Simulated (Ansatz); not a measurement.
# LiZn: properties at the relaxed cell

Aim: for LiZn, measure the bulk modulus from energies at several volumes.

Computed with Ansatz 0.2.0 (DFT PBEsol, scalar-relativistic, plane waves, PAW, unless a step's input says otherwise).

## 1. The structure to begin with

The structure is cubic, space group Fd-3m (No. 227). The conventional cell has a = 6.055 Å, b = 6.055 Å, c = 6.055 Å, α = 90.00°, β = 90.00°, γ = 90.00°. Li (site symmetry -43m) has 4 Li at 2.62 Å and 4 Zn at 2.62 Å in its first shell of neighbours. Zn (site symmetry -43m) has 4 Li at 2.62 Å and 4 Zn at 2.62 Å in its first shell of neighbours.

Coordinates:

```xyz
4
Lattice="0.0000 3.0273 3.0273 3.0273 0.0000 3.0273 3.0273 3.0273 0.0000" Properties=species:S:1:pos:R:3 pbc="T T T"
Li    0.0000    0.0000    0.0000
Li    1.5137    1.5137    1.5137
Zn    3.0273    3.0273    3.0273
Zn    4.5410    4.5410    4.5410
```

This cell was relaxed beforehand with the same method: volume 13.87 Å³/atom, gap on the mesh none (metal).

## 2. Volume × 0.97

input.yaml

```yaml
crystal:
  lattice:
    - [0.0, 2.9967348848, 2.9967348848]
    - [2.9967348848, 0.0, 2.9967348848]
    - [2.9967348848, 2.9967348848, 0.0]
  atoms:
    - { symbol: Li, position: [0.0, 0.0, 0.0] }
    - { symbol: Li, position: [0.25, 0.25, 0.25] }
    - { symbol: Zn, position: [0.5, 0.5, 0.5] }
    - { symbol: Zn, position: [0.75, 0.75, 0.75] }
basis:
  ecutwfc: 420
kpoints:
  mp_grid: { grid: [12, 12, 12] }
hamiltonian:
  xc: pbesol
scf:
  occupations: { method: gaussian, width: 0.1 }
output:
  forces: true
  stress: true
  eigenvalues: true
  write_density: true
  write_potential: true
  elf: true
  volumetric_format: npy
```

Command:

```bash
$ ansatz run input.yaml --threads 1 --pin off --max-ram 2560MiB --backend cpu --events-out ev --progress --plain --runs-dir out
```

## 3. Volume × 1.03

Edit input.yaml of step 2 so:

```diff
@@ -2,5 +2,5 @@
   lattice:
-    - [0.0, 2.9967348848, 2.9967348848]
-    - [2.9967348848, 0.0, 2.9967348848]
-    - [2.9967348848, 2.9967348848, 0.0]
+    - [0.0, 3.0572912987, 3.0572912987]
+    - [3.0572912987, 0.0, 3.0572912987]
+    - [3.0572912987, 3.0572912987, 0.0]
   atoms:
@@ -22,5 +22 @@
   eigenvalues: true
-  write_density: true
-  write_potential: true
-  elf: true
-  volumetric_format: npy
```

## 4. Volume × 0.94

Edit input.yaml of step 3 so:

```diff
@@ -2,5 +2,5 @@
   lattice:
-    - [0.0, 3.0572912987, 3.0572912987]
-    - [3.0572912987, 0.0, 3.0572912987]
-    - [3.0572912987, 3.0572912987, 0.0]
+    - [0.0, 2.9655166261, 2.9655166261]
+    - [2.9655166261, 0.0, 2.9655166261]
+    - [2.9655166261, 2.9655166261, 0.0]
   atoms:
```

## 5. Point at V/V0 = 1.06

Edit input.yaml of step 4 so:

```diff
@@ -2,5 +2,5 @@
   lattice:
-    - [0.0, 2.9655166261, 2.9655166261]
-    - [2.9655166261, 0.0, 2.9655166261]
-    - [2.9655166261, 2.9655166261, 0.0]
+    - [0.0, 3.0866901339, 3.0866901339]
+    - [3.0866901339, 0.0, 3.0866901339]
+    - [3.0866901339, 3.0866901339, 0.0]
   atoms:
@@ -22 +22,5 @@
   eigenvalues: true
+  write_density: true
+  write_potential: true
+  elf: true
+  volumetric_format: npy
```

## 6. The cell scaled to 0.91 of its volume

Edit input.yaml of step 5 so:

```diff
@@ -2,5 +2,5 @@
   lattice:
-    - [0.0, 3.0866901339, 3.0866901339]
-    - [3.0866901339, 0.0, 3.0866901339]
-    - [3.0866901339, 3.0866901339, 0.0]
+    - [0.0, 2.9336268791, 2.9336268791]
+    - [2.9336268791, 0.0, 2.9336268791]
+    - [2.9336268791, 2.9336268791, 0.0]
   atoms:
@@ -22,5 +22 @@
   eigenvalues: true
-  write_density: true
-  write_potential: true
-  elf: true
-  volumetric_format: npy
```

## 7. Point at V/V0 = 1.10

Edit input.yaml of step 6 so:

```diff
@@ -2,5 +2,5 @@
   lattice:
-    - [0.0, 2.9336268791, 2.9336268791]
-    - [2.9336268791, 0.0, 2.9336268791]
-    - [2.9336268791, 2.9336268791, 0.0]
+    - [0.0, 3.1250380319, 3.1250380319]
+    - [3.1250380319, 0.0, 3.1250380319]
+    - [3.1250380319, 3.1250380319, 0.0]
   atoms:
```

## 8. The cell scaled to 0.88 of its volume

Edit input.yaml of step 7 so:

```diff
@@ -2,5 +2,5 @@
   lattice:
-    - [0.0, 3.1250380319, 3.1250380319]
-    - [3.1250380319, 0.0, 3.1250380319]
-    - [3.1250380319, 3.1250380319, 0.0]
+    - [0.0, 2.9010283267, 2.9010283267]
+    - [2.9010283267, 0.0, 2.9010283267]
+    - [2.9010283267, 2.9010283267, 0.0]
   atoms:
```

(Steps that only read results are left out.)

Q: Predict the outcome of this session. Wanted: equilibrium volume of the fit; bulk modulus.

As calculated:

| quantity | value |
| --- | --- |
| equilibrium volume of the fit | 13.87 Å³/atom |
| bulk modulus | 48 GPa |
| its pressure derivative | 4.5 |

**Reading.** The fit puts the minimum at 13.87 Å³/atom with B = 48 GPa and B' = 4.5.
